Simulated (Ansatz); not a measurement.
# CCl2Se: small, medium and large basis sets

One table from this session's results is given with a row withheld; the runs are named, their logs left out.

The runs use Ansatz 0.2.0, Gaussian basis; one geometry, several basis sets.

Levels to be run: PBE0-D4/def2-SVP; ωB97M-V/def2-SVP; PBE0-D4/def2-QZVPP; ωB97M-V/def2-QZVPP; the functionals' def2-TZVPP values are taken from earlier runs.

## The relaxed structure

The geometry comes from an earlier relaxation with PBE0-D4 in a triple-zeta def2 set; it is a stationary point.

SMILES `ClC(Cl)=[Se]`, 4 atoms, charge 0, spin multiplicity 1.

Atoms are counted from 1 here; the program's logs count them from 0.

Bond lengths: Cl1–C2 1.712 Å, C2–Cl3 1.712 Å, C2–Se4 1.748 Å. Angles: Cl1–C2–Cl3 111.8°, Cl1–C2–Se4 124.1°, Cl3–C2–Se4 124.1°.

Geometry (Å):

```csv
atom,x (Å),y (Å),z (Å)
Cl1,1.18953,-0.57542,1.06837
C2,0.01881,0.02069,-0.02863
Cl3,-1.37187,-0.97587,-0.07559
Se4,0.21902,1.47030,-0.98435
```

Set-up of the first run:

Contents of in.yaml:

```yaml
crystal:
  periodic: [false, false, false]
  atoms:
    - {symbol: Cl, position_ang: [1.189531, -0.575422, 1.068371]}
    - {symbol: C, position_ang: [0.018814, 0.020692, -0.028630]}
    - {symbol: Cl, position_ang: [-1.371867, -0.975873, -0.075592]}
    - {symbol: Se, position_ang: [0.219021, 1.470304, -0.984349]}
basis:
  gaussian: {orbitals: def2-SVP}
hamiltonian: {xc: pbe0, dispersion: d4}
output: {orbitals: {seedname: orbitals}}
```

Command:

```
ansatz run in.yaml --threads 2 --pin off --events-out ev --progress --plain --max-ram 4352MiB
```

Steps of the session up to this table: PBE0-D4 in def2-SVP; ωB97M-V in def2-SVP; PBE0-D4 in def2-QZVPP; ωB97M-V in def2-QZVPP.

One of the session's tables, all rows but one given; the rest of the session is left out.

It belongs to the step «Functionals by basis». 

| functional | basis | HOMO (eV) | LUMO (eV) |
| --- | --- | --- | --- |
| PBE0-D4 | def2-SVP | -6.86 | -2.92 |
| PBE0-D4 | def2-TZVPP | -6.98 | -3.08 |
| PBE0-D4 | def2-QZVPP | -7.01 | -3.12 |
| ωB97M-V | def2-SVP | -8.97 | -0.80 |
| ωB97M-V | def2-TZVPP | -9.11 | -1.03 |
| ωB97M-V | def2-QZVPP | ? | ? |

Q: Estimate the row for ωB97M-V, def2-QZVPP from the others.

The run gave: HOMO (eV): -9.16; LUMO (eV): -1.09. In the column «HOMO (eV)» it is the lowest.
